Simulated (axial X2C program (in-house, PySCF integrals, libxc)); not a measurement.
**IGa⁺: EOM-EA-CCSD levels**

Wanted for IGa⁺: EOM-EA-CCSD levels, at the two-component level.

Computed with an in-house X2C program for linear molecules on PySCF integrals. Level: two-component X2C with atomic mean-field terms, I dyall-acv3z, Ga dyall-acv3z.

All values are calculated.

## (1) Set-up

task.json reads:

```json
{"zs": [53, 31], "q": 1, "bas": ["dyall-acv3z", "dyall-acv3z"], "r0": 2.57, "eom": "ea", "thr": -2.0, "nmax": 92, "grid": [1, 0.96, 1.045, 0.92, 1.09, 1.15]}
```

Keys: zs atomic numbers; q charge; bas basis sets; r0 starting distance in Å; eom kind of EOM run; thr threshold in hartree for freezing inner shells (an s shell follows its p shell); nmax most natural virtual spinors; grid distances as factors.

Started as:

```sh
$ python soeom.py task.json out
```

The runs that follow: EOM-EA-CCSD at 2.590 Å.

Q: Predict the outcome of this session. Wanted: next root led by one particle; T1 of the reference.

As calculated:

| quantity | value |
| --- | --- |
| lowest root at 2.590 Å | Ω = 1/2, 15.428 eV |
| next root led by one particle | Ω = 1/2, about 32540 cm⁻¹ higher |
| T1 of the reference | 0.031 |

**Reading.** The added electron is bound by 15.43 eV in a spinor of 35% I pσ, 23% Ga pσ, 17% Ga sσ. Errors of 0.1 to 0.3 eV are usual at this size, and roots led by higher excitations are left out, so the list is incomplete, and low states of that kind can be missing. T1 or the largest double amplitude of the reference is raised, which lowers the reliability.
